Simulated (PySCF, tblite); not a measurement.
# C₄H₃F₄O radical: geometry, infrared bands and EPR parameters

Aim: predict the infrared bands and EPR parameters of C₄H₃F₄O radical (`F[C]1[C@@H](F)COC1(F)F`).

The runs use tblite 0.8.0 and PySCF 2.14.0, with density-fitted response routines of our own; the level of theory stands in each step. All values are computed, except where a source is named. Atoms count from 0, in the outputs and in this text.

## (1) The starting structure

12 atoms, charge 0, multiplicity 2; geometry from: force field or distance geometry start.

Bonds of the start (Å): F0–C1 1.39, C1–C2 1.49, C2–F3 1.37, C2–C4 1.51, C4–O5 1.38, O5–C6 1.38, C6–F7 1.38, C6–F8 1.39, C6–C1 1.50, C2–H9 1.10, C4–H10 1.11, C4–H11 1.12.

## (2) Optimising the geometry with GFN2-xTB

The job: settings as JSON, then the geometry in Å.

```
{"job": {"kind": "relax", "xc": "GFN2-xTB", "basis": "xTB"}, "charge": 0, "multiplicity": 2}
F      0.623100    -0.835500     1.742300
C      0.557500    -0.967400     0.360500
C     -0.830000    -0.730700    -0.138100
F     -1.770800    -1.276000     0.690600
C     -0.866800     0.778900    -0.158400
O      0.394900     1.188000    -0.533200
C      1.302500     0.198800    -0.225900
F      2.067700    -0.216700    -1.292800
F      2.200900     0.734300     0.695300
H     -0.963500    -1.173200    -1.132300
H     -1.060500     1.190100     0.855600
H     -1.654000     1.108800    -0.889700
```

Run with:

```console
> OMP_NUM_THREADS=1 python probes_run.py task.json out
```

One launch serves the whole session: the jobs run in the order shown.

What it wrote:

```text
step      E/eV     max force
  0    -897.83088    2.307
  1    -898.05179    0.877
  2    -898.09646    0.733
  3    -898.14854    0.579
  4    -898.17330    0.388
  5    -898.18823    0.275
  6    -898.19799    0.294
  7    -898.20846    0.343
  8    -898.21840    0.293
  9    -898.22717    0.248
 10    -898.23422    0.222
 11    -898.24116    0.247
 12    -898.24844    0.245
 13    -898.25413    0.178
 14    -898.25783    0.187
 15    -898.26144    0.213
 16    -898.26633    0.221
 17    -898.27220    0.202
 18    -898.27792    0.222
 19    -898.28265    0.190
 20    -898.28708    0.218
 21    -898.29025    0.426
 22    -898.29567    0.218
 23    -898.30151    0.220
 24    -898.30893    0.245
 25    -898.31575    0.244
 26    -898.32626    0.366
 27    -898.33261    0.571
 28    -898.32465    1.038
 29    -898.34635    0.282
 30    -898.35202    0.290
 31    -898.37755    0.649
 32    -898.39096    0.324
 33    -898.40280    0.366
 34    -898.41186    0.238
 35    -898.42141    0.297
 36    -898.42726    0.227
 37    -898.43234    0.276
 38    -898.43771    0.159
 39    -898.43950    0.157
 40    -898.44137    0.092
 41    -898.44240    0.120
 42    -898.44339    0.091
 43    -898.44409    0.095
 44    -898.44470    0.107
 45    -898.44515    0.109
 46    -898.44563    0.078
 47    -898.44592    0.042
 48    -898.44612    0.034
 49    -898.44628    0.032
 50    -898.44641    0.034
 51    -898.44652    0.040
 52    -898.44664    0.047
 53    -898.44681    0.059
 54    -898.44704    0.060
 55    -898.44738    0.063
 56    -898.44791    0.075
 57    -898.44867    0.084
 58    -898.44978    0.096
 59    -898.45096    0.091
 60    -898.45194    0.129
 61    -898.45213    0.123
 62    -898.45283    0.054
 63    -898.45324    0.039
 64    -898.45374    0.039
 65    -898.45395    0.043
 66    -898.45413    0.037
 67    -898.45425    0.026
 68    -898.45434    0.012
 69    -898.45437    0.011
 70    -898.45438    0.011
 71    -898.45440    0.011
 72    -898.45441    0.010
 73    -898.45443    0.014
 74    -898.45446    0.016
 75    -898.45450    0.023
 76    -898.45457    0.029
 77    -898.45468    0.032
 78    -898.45482    0.032
 79    -898.45499    0.035
 80    -898.45528    0.046
 81    -898.45571    0.069
 82    -898.45626    0.070
 83    -898.45675    0.047
 84    -898.45701    0.027
 85    -898.45705    0.034
 86    -898.45714    0.024
 87    -898.45718    0.016
 88    -898.45722    0.008
```

Run time: 0.72 s. Hardware: 1 thread of Intel Xeon Platinum 8488C, shared host.

Relaxation path: (not every step is listed)

```csv
step,energy from step 0 (eV),largest force (eV/Å)
0,0.0000,2.3075
1,-0.2209,0.8767
2,-0.2656,0.7330
3,-0.3177,0.5787
4,-0.3424,0.3883
5,-0.3573,0.2754
6,-0.3671,0.2940
7,-0.3776,0.3429
8,-0.3875,0.2925
15,-0.4306,0.2129
22,-0.4648,0.2176
29,-0.5155,0.2816
36,-0.5964,0.2271
43,-0.6132,0.0952
50,-0.6155,0.0337
57,-0.6178,0.0844
64,-0.6229,0.0386
71,-0.6235,0.0106
78,-0.6239,0.0322
83,-0.6259,0.0472
84,-0.6261,0.0274
85,-0.6262,0.0340
86,-0.6263,0.0239
87,-0.6263,0.0160
88,-0.6263,0.0079
```

Close pairs (by a distance rule), those that changed most:

```csv
bond,before (Å),after (Å),change (Å)
F0–C1,1.390,1.325,-0.064
C4–O5,1.378,1.427,+0.048
C4–H11,1.124,1.090,-0.034
C6–F8,1.394,1.367,-0.027
C2–C4,1.510,1.537,+0.027
C6–F7,1.377,1.355,-0.022
O5–C6,1.377,1.359,-0.018
C4–H10,1.111,1.096,-0.015
```

The final coordinates are the input of the step that follows.

## (3) Harmonic vibrations with GFN2-xTB

The job: settings as JSON, then the geometry in Å.

```
{"job": {"kind": "ir", "xc": "GFN2-xTB", "basis": "xTB"}, "charge": 0, "multiplicity": 2}
F      1.086641    -2.009352     0.703470
C      0.530131    -0.834108     0.447838
C     -0.903990    -0.654051     0.123632
F     -1.730212    -0.796825     1.219504
C     -0.918417     0.798175    -0.379646
O      0.430268     1.149714    -0.683710
C      1.314243     0.339465    -0.044713
F      2.317779    -0.002816    -0.888710
F      1.949756     1.006092     0.965251
H     -1.272699    -1.389436    -0.609555
H     -1.303566     1.451316     0.411824
H     -1.498735     0.941140    -1.291212
```

What it wrote:

```text
mode    cm-1     km/mol
  1      49.5      0.73
  2      76.9      9.17
  3     100.4      0.64
  4     247.2      0.48
  5     274.2      7.65
  6     359.5     11.08
  7     381.5     11.37
  8     446.4      4.06
  9     500.3      4.11
 10     547.2     16.87
 11     591.2     16.79
 12     635.6      6.58
 13     739.6     17.40
 14     906.6     84.75
 15     943.7    226.02
 16    1013.7    217.74
 17    1033.1      3.39
 18    1041.7      4.11
 19    1055.8     72.20
 20    1121.2    248.82
 21    1155.4     12.88
 22    1178.5     16.59
 23    1221.2     69.33
 24    1239.6      6.57
 25    1295.5     20.70
 26    1376.6     81.65
 27    1450.3     10.61
 28    2846.5      4.87
 29    2936.8      5.35
 30    3000.4      2.72
```

It took 0.33 s on 1 thread of Intel Xeon Platinum 8488C, shared host.

Which atoms move in the most intense modes:

```csv
cm⁻¹,km/mol,atoms
907,84.8,"H11 15 %, C4 15 %, F3 14 %, C6 13 %"
944,226.0,"C6 57 %, F8 11 %"
1014,217.7,"C6 21 %, C2 21 %, H9 14 %"
1056,72.2,"C6 22 %, O5 18 %, H11 17 %, C2 16 %"
1121,248.8,"C6 46 %, O5 32 %, C4 14 %"
1221,69.3,"C1 36 %, C6 28 %, C2 15 %"
1296,20.7,"H10 39 %, H11 28 %, C4 18 %"
1377,81.7,"C1 68 %, F0 18 %"
```

## (4) EPR parameters: B3LYP/pcH-1

Settings changed since step 3:

```diff
@@ -1,2 +1,2 @@
-{"job": {"kind": "ir", "xc": "GFN2-xTB", "basis": "xTB"}, "charge": 0, "multiplicity": 2}
+{"job": {"kind": "epr", "basis": "pcH-1"}, "charge": 0, "multiplicity": 2}
 F      1.086641    -2.009352     0.703470
```

Method: UKS B3LYP, pcH-1 on C F H O, non-relativistic, mean-field spin-orbit, GIAO.

What it wrote:

```text
UKS, coarse grid
  cycle   1  E = -628.55915560  |g| = 8.19e-01
  cycle   2  E = -628.14260514  |g| = 1.43e+00
  cycle   3  E = -628.77105673  |g| = 7.49e-02
  cycle   4  E = -628.77191622  |g| = 6.38e-02
  cycle   5  E = -628.77315336  |g| = 9.92e-03
  cycle   6  E = -628.77318751  |g| = 3.58e-03
  cycle   7  E = -628.77319457  |g| = 1.46e-03
  cycle   8  E = -628.77319540  |g| = 8.95e-04
UKS, final grid
  cycle   1  E = -628.77316669  |g| = 1.42e-03
  cycle   2  E = -628.77316551  |g| = 2.43e-03
  cycle   3  E = -628.77316733  |g| = 1.07e-04
  cycle   4  E = -628.77316734  |g| = 2.58e-05
E = -628.77316734 Eh   <S^2> = 0.7536 (exact 0.7500)
g shifts (ppm)      1          2          3
  rmc          -232       -232       -232
  gc             32         86         50
  oz_so          56        922       2532
  total        -144        776       2351
hyperfine (MHz)  atom isotope    a_iso     a_fc   dipolar eigenvalues
    0   19F     170.92     170.92   -281.71   -242.59    524.30
    1   13C     135.29     135.29    -82.75    -79.71    162.47
    2   13C     -33.06     -33.06     -3.76     -2.88      6.63
    3   19F     213.72     213.72    -66.20    -60.97    127.17
    4   13C      -0.94      -0.94     -1.17     -0.85      2.02
    5   17O      -4.13      -4.13    -10.61      5.08      5.53
    6   13C     -32.44     -32.44     -2.66     -0.76      3.42
    7   19F      49.32      49.32    -44.14    -39.33     83.47
    8   19F      77.57      77.57    -55.49    -52.09    107.58
    9    1H      75.10      75.10     -6.02     -2.06      8.07
   10    1H      -2.04      -2.04     -2.75     -2.28      5.03
   11    1H      -2.51      -2.51     -2.14     -1.73      3.87
```

Wall time 49 s (1 thread of Intel Xeon Platinum 8488C, shared host); peak memory 0.96 GiB.

Principal g values 2.00218, 2.00310, 2.00467; g(iso) = 2.00331, against 2.00232 for a free electron.

Hyperfine couplings, nucleus by nucleus at this fixed geometry (no averaging over rotations):

```csv
nuclei,isotope,a(iso) (MHz),"a(iso) (G, at g = 2.0023)",largest dipolar term (MHz)
F3,19F,213.7,76.3,127.2
F0,19F,170.9,61.0,524.3
C1,13C,135.3,48.3,162.5
F8,19F,77.6,27.7,107.6
H9,1H,75.1,26.8,8.1
F7,19F,49.3,17.6,83.5
C2,13C,-33.1,-11.8,6.6
C6,13C,-32.4,-11.6,3.4
O5,17O,-4.1,-1.5,-10.6
H11,1H,-2.5,-0.9,3.9
H10,1H,-2.0,-0.7,5.0
C4,13C,-0.9,-0.3,2.0
```

Mulliken spin populations:

```csv
atom,value (e)
F0,0.08
C1,0.85
C2,-0.03
F3,0.02
C4,0.00
O5,0.02
C6,-0.02
F7,0.01
F8,0.02
H9,0.04
H10,0.00
H11,0.00
```

In first order the couplings over 0.8 MHz of 19F, 1H give 128 distinct lines over 210.9 G.

The fields below are evaluated on a grid from the run's orbitals.

ELF in a plane through or near 6 of the atoms.

Ten even steps from '0' (0.00) to '9' (0.95):
```
0000000000000000000000000000
0000000000000000000000000000
0000000000000000000000000000
0000000000000000000000000000
0000000000133310000000000000
0000000000478841011100000000
0000000000489962344310000000
0000000012575585246510000000
0000001133267663714310000000
0000012241833137874100000000
0000011124996466563100000000
0000000002744493723100000000
0000000001442497342110000000
0000000378676211111110000000
0000001389448400000000000000
0000000146887400000000000000
0000000001333100000000000000
0000000000000000000000000000
0000000000000000000000000000
0000000000000000000000000000
```
The map spans 9.7 Å across and 9.4 Å up, centred on the molecule. Atoms in the plane (x, y in Å): F0 (-1.2, -2.1), C1 (-0.6, -0.9), C2 (0.9, -0.7), C4 (1.0, 0.8), O5 (-0.4, 1.3), C6 (-1.3, 0.4).

log10 of the density (e/Å³) in the same plane.

Ten even steps from '0' (-4.0) to '9' (2.6):
```
0000000000000000000000000000
0000000000000000000000000000
0000000000000000000000000000
0000000000122221111100000000
0000000012333333222211000000
0000001223445544443322100000
0000123334556655554432110000
0001234455567766665543210000
0002344556666666865533210000
0012345566865556665432110000
0001334455666566665433110000
0000223345667666965543210000
0000112345567666665543210000
0000013456776544444443210000
0000013456976543333332100000
0000002345665432222211000000
0000001234444321110000000000
0000000022222200000000000000
0000000000000000000000000000
0000000000000000000000000000
```
The map spans 9.7 Å across and 9.4 Å up, centred on the molecule. Atoms in the plane (x, y in Å): F0 (-1.2, -2.1), C1 (-0.6, -0.9), C2 (0.9, -0.7), C4 (1.0, 0.8), O5 (-0.4, 1.3), C6 (-1.3, 0.4).

On the surface of density 0.002 e/bohr³ the electrostatic potential runs, from the 1st to the 99th percentile, from -0.83 V near O5 to 1.64 V near H9.

The spin density lies nearest to C1 66 %; F0 11 %.

## (5) Summary of results

```
                                 quantity                  value
strongest single infrared mode (GFN2-xTB)  1121 cm⁻¹, 249 km/mol
             zero-point energy (GFN2-xTB)          42.6 kcal/mol
                           g(iso) (B3LYP)                2.00331
                                     ⟨S²⟩     0.754 (exact 0.75)
                           largest a(iso)   19F on F3, 213.7 MHz
    surface potential, 1st and 99th percentile     -0.83 V and 1.64 V
```

In words: The optimisation took 88 steps and gained 0.626 eV; among the close pairs (by a distance rule), F0–C1 changed most, from 1.390 to 1.325 Å. All 30 modes are real, so the xTB geometry is a minimum. The strongest single mode, at 1121 cm⁻¹, moves mainly C6 and O5. GFN2-xTB is a fitted tight-binding method: band positions and strengths are rough. Its intensities can rank the bands wrongly. Most of the unpaired spin sits on C1 (0.85 e). The isotropic g lies 1.0 ppt above the free-electron value.
